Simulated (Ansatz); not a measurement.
Write a Python script for Ansatz 0.2.0 through its Python package that makes the spin response to a magnetic field of CdAg, space group Pm-3m. Settings (first run): PBEsol, PAW, cutoff 422 eV, 7×7×7 k-points, Fermi-Dirac smearing of 0.15 eV, collinear spin.

```yaml
crystal:
  lattice:
    - [3.33000, 0.00000, 0.00000]
    - [0.00000, 3.33000, 0.00000]
    - [0.00000, 0.00000, 3.33000]
  atoms:
    - { symbol: Cd, position: [0.50000, 0.50000, 0.50000] }
    - { symbol: Ag, position: [0.00000, 0.00000, 0.00000] }
```

Script `zeeman.py`:
```python
'''Response of the spins of CdAg to a Zeeman field.'''

from dataclasses import dataclass
import warnings

import ansatz as az
import numpy as np


@dataclass(frozen=True)
class Options:
    filling: str = 'fermi_dirac'
    smearing_width: float = 0.15


cfg = Options()

warnings.simplefilter('ignore', az.DeckWarning)

system = (
    az.Lattice.cubic(3.33)
    .space_group(221)
    .atom('Cd', (0.5, 0.5, 0.5))
    .atom('Ag', (0.0, 0.0, 0.0))
)

job = (
    system.calculation()
    .kpoints(7)
    .occupations(cfg.filling, width=cfg.smearing_width)
    .basis(31 * az.Ry)
    .functional(az.Functional.PBESOL)
    .spin('collinear')
)
# the field acts on the spins alone; such large fields lift the response over the noise
rows = []
for tesla in [0, 100, 200, 400]:
    r = (job.magnetic_field(tesla) if tesla else job).run(threads=1, pin='off').report
    rows.append((tesla, r['magnetization_mub'], r['free_energy_ev'], r['components'].get('e_zeeman', 0.0)))
lines = [','.join(['B (T)', 'moment muB', 'F eV', 'Zeeman term eV'])] + [','.join(f'{v:.4f}' if isinstance(v, float) else str(v) for v in row) for row in rows]
print('\n'.join(lines))
with open('zeeman.csv', 'w') as handle:
    handle.write('\n'.join(lines) + '\n')
slope = np.polyfit([row[0] for row in rows], [row[1] for row in rows], 1)[0]
print(f'dM/dB = {1000 * slope:.4f} muB per 1000 T per cell')
```

```console
$ python zeeman.py
RunWarning: this spin-polarised run has no starting moment large enough to seed its density, so its SCF can try parallel moments of its own, which can die out, and starts no order whose moments [...]
B (T),moment muB,F eV,Zeeman term eV
0,0.0000,-15706.4919,0.0000
100,0.0029,-15706.4919,-0.0000
200,0.0057,-15706.4919,-0.0001
400,0.0115,-15706.4920,-0.0003
dM/dB = 0.0287 muB per 1000 T per cell
```
(Warnings from the package without file and line, shortened.)

Caveats:
- Total energies depend on the potentials; only differences at equal settings carry meaning. A total without «per atom» is that of the cell as typed.
- The mesh is modest for a metal, so energies can be off by several to tens of meV an atom and pressures by half a GPa or more; differences at equal mesh fare better.
- A Fermi-Dirac width this large means warm electrons, whose thermal share enters the free energy.
- The structure is a deposited one; some such entries were measured under pressure or heat, so a shift against it needn't be the functional's error alone.
- Orbital magnetism is left out. The response of a metal hangs strongly on mesh and smearing, and a straight-line fit holds only where the moment is linear in the field.
- The script silences the warnings on its input, which a real study should read.
- Timing: 11 s on 1 thread of Arm Neoverse V1, with other jobs on the host, peak memory 0.36 GiB.

(Lines on the test bed's own set-up are left out of the output.)
